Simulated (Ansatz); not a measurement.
# Al2Au: a single-point run

Aim: a sound single-point run of Al2Au. The structure is shown as the input types it.

Method: DFT, PBEsol, PAW with Ansatz's default frozen-core files, scalar-relativistic; levels and slopes on a fine mesh, independent-particle optical spectra, in Ansatz 0.2.0.

1 further run of the same task is left out (it didn't finish).

## (1) Starting point

It takes space group Fm-3m (No. 225, cubic). Conventional cell: a = 6.001 Å, b = 6.001 Å, c = 6.001 Å, α = 90.00°, β = 90.00°, γ = 90.00°. Al (site symmetry -43m) is surrounded by 4 Au at 2.60 Å. Au (site symmetry m-3m) is surrounded by 8 Al at 2.60 Å.

The input asks for a charge of +4 e on the cell.

Coordinates:

```
Al Au
1.0
     0.00000    3.00065    3.00065
     3.00065    0.00000    3.00065
     3.00065    3.00065    0.00000
Al Au
2 1
Direct
  0.25000 0.25000 0.25000
  0.75000 0.75000 0.75000
  0.00000 0.00000 0.00000
```

## (2) The calculation

input.yaml

```yaml
crystal:
  lattice:
    - [0.0, 3.00065073805, 3.00065073805]
    - [3.00065073805, 0.0, 3.00065073805]
    - [3.00065073805, 3.00065073805, 0.0]
  atoms:
    - { symbol: Al, position: [0.25, 0.25, 0.25] }
    - { symbol: Al, position: [0.75, 0.75, 0.75] }
    - { symbol: Au, position: [0.0, 0.0, 0.0] }
kpoints:
  mp_grid: { grid: [8, 8, 8] }
scf:
  occupations: { method: fermi_dirac, width: 0.05 }
  max_iter: 100
hamiltonian:
  xc: pbesol
  pseudopotentials: { kind: paw }
output:
  forces: true
  stress: true
  eigenvalues: true
  eigenstates:
    nscf_kmesh: { grid: [14, 14, 14] }
    de_dk: true
    e_range: [-14, 14]
  optics:
    e_range: [0, 20]
    de: 0.2
    sigma: 0.25
    bands: { spectra_wanted_up_to: 20 }
    nscf_kmesh: { grid: [14, 14, 14] }
    drude_damping: 0.03
checkpoint:
  write: ck
  write_wavefunctions: false
total_charge: 4
```

Command:

```console
ansatz run input.yaml --threads 2 --pin off --max-ram 6144MiB --backend cpu --events-out ev --progress --plain --runs-dir out
```

Q: Will this input give a usable result? If not, why, and what should change?

The program finished normally, with warnings (optics on partly filled bands). It gives a pressure of 39 GPa, which is large; a structure far from rest gives such values too, whatever the setting.

Look at the input: total_charge is 4. The net charge is not the one intended, so the run treats another number of electrons.

The test: delete total_charge (the default then holds).
